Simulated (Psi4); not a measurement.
**C2H2FSi (SMILES C#C[SiH]F): UPBE0/def2-SVPD (density fitting, sweep point 5)**

Wanted: energy and forces of C2H2FSi. Input form: a Python script.

The results are computed with Psi4 1.11.

6 further runs of the same task are left out: 6 set aside as unsound or not needed.

**1. The molecule**

C2H2FSi has 6 atoms, charge 0, and is taken as a doublet. SMILES: `C#C[SiH]F`. Geometry: relaxed at PBE0-D4/def2-TZVP.

Bond lengths: C1–C2 1.209 Å, C2–Si3 1.806 Å, Si3–F4 1.599 Å, C1–H5 1.066 Å, Si3–H6 1.485 Å. Angles: C1–C2–Si3 173.2°, C2–Si3–F4 109.8°, C2–C1–H5 179.1°, C2–Si3–H6 111.2°, F4–Si3–H6 108.3°.

**2. Energy and gradient at UPBE0/def2-SVPD (density fitting, sweep point 5)**

Input file run.py:

```python
import psi4

psi4.set_memory(1600000000)
psi4.set_num_threads(1)
psi4.core.set_output_file('c2h2fsi.out', False)

geom = psi4.geometry("""
0 2
C      0.118100    -0.680000    -1.605700
C      0.120400    -0.213700    -0.490100
Si     0.338300     0.466700     1.168800
F     -0.478000    -0.412300     2.226800
H      0.100300    -1.089200    -2.590300
H     -0.157100     1.864400     1.244300
units angstrom
symmetry c1
""")

psi4.set_options(dict(basis='def2-SVPD', reference='uks', scf_type='df', guess='modhuckel'))

e_tot = psi4.gradient('pbe0')
print('gradient / Eh bohr^-1')
print(e_tot.np.round(6))
```

The run is started by

```sh
$ python run.py
```

c2h2fsi.out:

```text
[...]
  Running in c1 symmetry.
[...]
  Nuclear repulsion =  130.576000701221830
[...]
  Multiplicity = 2
[...]
  Nalpha       = 19
  Nbeta        = 18
[...]
    Number of basis functions: 103
[...]
   @DF-UKS iter   1:  -465.30861985453589   -4.65309e+02   1.54297e-02 ADIIS/DIIS
[...]
   @DF-UKS iter  17:  -466.15804857422933   -8.12861e-12   8.26138e-09 DIIS
[...]
   @S^2 Observed:                7.548158441E-01
[...]
    Orbital Energies [Eh]
    ---------------------
    Alpha Occupied:
       1A    -66.313093     2A    -24.784066     3A    -10.268702
       4A    -10.246961     5A     -5.395960     6A     -3.736200
       7A     -3.734074     8A     -3.730734     9A     -1.213280
      10A     -0.785944    11A     -0.614735    12A     -0.561561
      13A     -0.498593    14A     -0.480663    15A     -0.471448
      16A     -0.397723    17A     -0.338549    18A     -0.327191
      19A     -0.238147
    Alpha Virtual:
      20A     -0.036220    21A     -0.006388    22A      0.029949
      23A      0.048929    24A      0.056343    25A      0.060671
[...]
  @DF-UKS Final Energy:  -466.15804857422933
   => Energetics <=
    Nuclear Repulsion Energy =            130.5760007012218296
    One-Electron Energy =                -902.6191485071126408
    Two-Electron Energy =                 338.1054656825732536
    DFT Exchange-Correlation Energy =     -32.2203664509117189
    Empirical Dispersion Energy =           0.0000000000000000
    VV10 Nonlocal Energy =                  0.0000000000000000
    Total Energy =                       -466.1580485742293263
[...]
 Multipole Moments:
 ------------------------------------------------------------------------------------
     Multipole            Electronic (a.u.)      Nuclear  (a.u.)        Total (a.u.)
 ------------------------------------------------------------------------------------
 L = 1.  Multiply by 2.5417464519 to convert [e a0] to [Debye]
 Dipole X            :         -0.1303663            0.3634083            0.2330420
 Dipole Y            :         -1.0262205            1.1874886            0.1612681
 Dipole Z            :          3.3386242           -3.9704923           -0.6318681
 Magnitude           :                                                    0.6925123
[...]
  -Total Gradient:
     Atom            X                  Y                   Z
    ------   -----------------  -----------------  -----------------
       1       -0.000055079786     0.005643697588     0.013947576149
       2        0.000104300941    -0.006320293904    -0.016043055524
       3       -0.015104002658    -0.014659364337     0.014740249231
       4        0.014187600235     0.015091106766    -0.018489674170
       5        0.000191532233     0.002632939018     0.006258660800
       6        0.000791898084    -0.002157238430    -0.000556342769
[...]
```

The script printed:

```text
gradient / Eh bohr^-1
[[-5.5000e-05  5.6440e-03  1.3948e-02]
 [ 1.0400e-04 -6.3200e-03 -1.6043e-02]
 [-1.5104e-02 -1.4659e-02  1.4740e-02]
 [ 1.4188e-02  1.5091e-02 -1.8490e-02]
 [ 1.9200e-04  2.6330e-03  6.2590e-03]
 [ 7.9200e-04 -2.1570e-03 -5.5600e-04]]
```

Wall time 9.9 s (1 thread of Intel Xeon Platinum 8488C (Sapphire Rapids), shared host); peak memory 0.57 GiB.

**3. Outcome**

Level: UPBE0/def2-SVPD (density fitting, sweep point 5).

```
                          quantity          value
                      total energy  -466.15805 Eh
                     dipole moment         1.76 D
HOMO energy (highest over α and β)       -6.48 eV
 LUMO energy (lowest over α and β)       -2.76 eV
                              ⟨S²⟩          0.755
          largest force on an atom     1.428 eV/Å
```

**Reading.** The largest force is 1.43 eV/Å: the shape isn't a stationary point for this species at this level.
